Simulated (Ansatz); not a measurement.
**PIr2: structure and electronic properties**

One table from this session's results is given with a row withheld; the runs are named, their logs left out.

The COD entry's cell or inner coordinates are ideal or old and differ from later refinements, so a difference from it is no clean test against experiment.

Computed with Ansatz 0.2.0 (DFT r2SCAN, scalar-relativistic, plane waves, PAW, unless a step's input says otherwise).

**The structure to begin with**

The structure is cubic, space group Fm-3m (No. 225). The conventional cell has a = 5.535 Å, b = 5.535 Å, c = 5.535 Å, α = 90.00°, β = 90.00°, γ = 90.00°. P (site symmetry m-3m) has 8 Ir at 2.40 Å as nearest neighbours. Ir (site symmetry -43m) is surrounded by 4 P at 2.40 Å.

Coordinates:

```cif
data_structure
_symmetry_space_group_name_H-M 'Fm-3m'
_symmetry_Int_Tables_number 225
_cell_length_a 5.5350
_cell_length_b 5.5350
_cell_length_c 5.5350
_cell_angle_alpha 90.000
_cell_angle_beta 90.000
_cell_angle_gamma 90.000
_cell_volume 169.57
loop_
_atom_site_label
_atom_site_type_symbol
_atom_site_symmetry_multiplicity
_atom_site_Wyckoff_symbol
_atom_site_fract_x
_atom_site_fract_y
_atom_site_fract_z
_atom_site_occupancy
P1 P 4 a 0.00000 0.00000 0.00000 1
Ir1 Ir 8 c 0.25000 0.75000 0.75000 1
```

Source of the structure: the Crystallography Open Database.

The first run:

(A quick probe on a coarse mesh, which set the mesh and smearing, is not shown.)

input.yaml reads:

```yaml
crystal:
  lattice:
    - [0.0, 2.7675, 2.7675]
    - [2.7675, 0.0, 2.7675]
    - [2.7675, 2.7675, 0.0]
  atoms:
    - { symbol: P, position: [0.0, 0.0, 0.0] }
    - { symbol: Ir, position: [0.25, 0.25, 0.25] }
    - { symbol: Ir, position: [0.75, 0.75, 0.75] }
basis:
  ecutwfc: 500
kpoints:
  mp_grid: { grid: [14, 14, 14] }
hamiltonian:
  xc: r2scan
scf:
  occupations: { method: gaussian, width: 0.1 }
output:
  forces: true
  stress: true
  eigenvalues: true
relax:
  adjacent_minimum: "off"
  f_tol: 0.005
  max_steps: 80
  cell: { stress_tol: 0.05 }
```

Run with:

```console
> ansatz run input.yaml --threads 2 --pin off --max-ram 5120MiB --backend cpu --events-out ev --progress --plain --runs-dir out
```

Steps of the session up to this table: Relaxing cell and atoms; Electronic structure at the relaxed geometry; The cell scaled to 0.97 of its volume; Point at V/V0 = 1.03; Point at V/V0 = 0.94; Volume × 1.06.

One of the session's tables, all rows but one given; the rest of the session is left out.

It belongs to the step «Fit of the equation of state». 

| volume (Å³/atom) | energy above the lowest point (meV/atom) | pressure (GPa) |
| --- | --- | --- |
| 13.375 | 54.3 | 21.70 |
| 13.802 | ? | ? |
| 14.228 | 0.0 | -0.01 |
| 14.655 | 11.4 | -8.28 |
| 15.082 | 43.0 | -15.19 |

Estimate the missing values for volume (Å³/atom) = 13.802.

Worked estimate for «energy above the lowest point (meV/atom)». A straight line through the neighbours (13.375, 54.3) and (14.228, 0.0) gives 54.3 + (0.0 − 54.3) × (13.802 − 13.375) / (14.228 − 13.375) = 27.1; a parabola fitted to 3 rows on both sides gives 14.3.

The run gave: energy above the lowest point (meV/atom): 12.7; pressure (GPa): 9.89. In «energy above the lowest point (meV/atom)» the line misses by +14.4 and the parabola by +1.6.
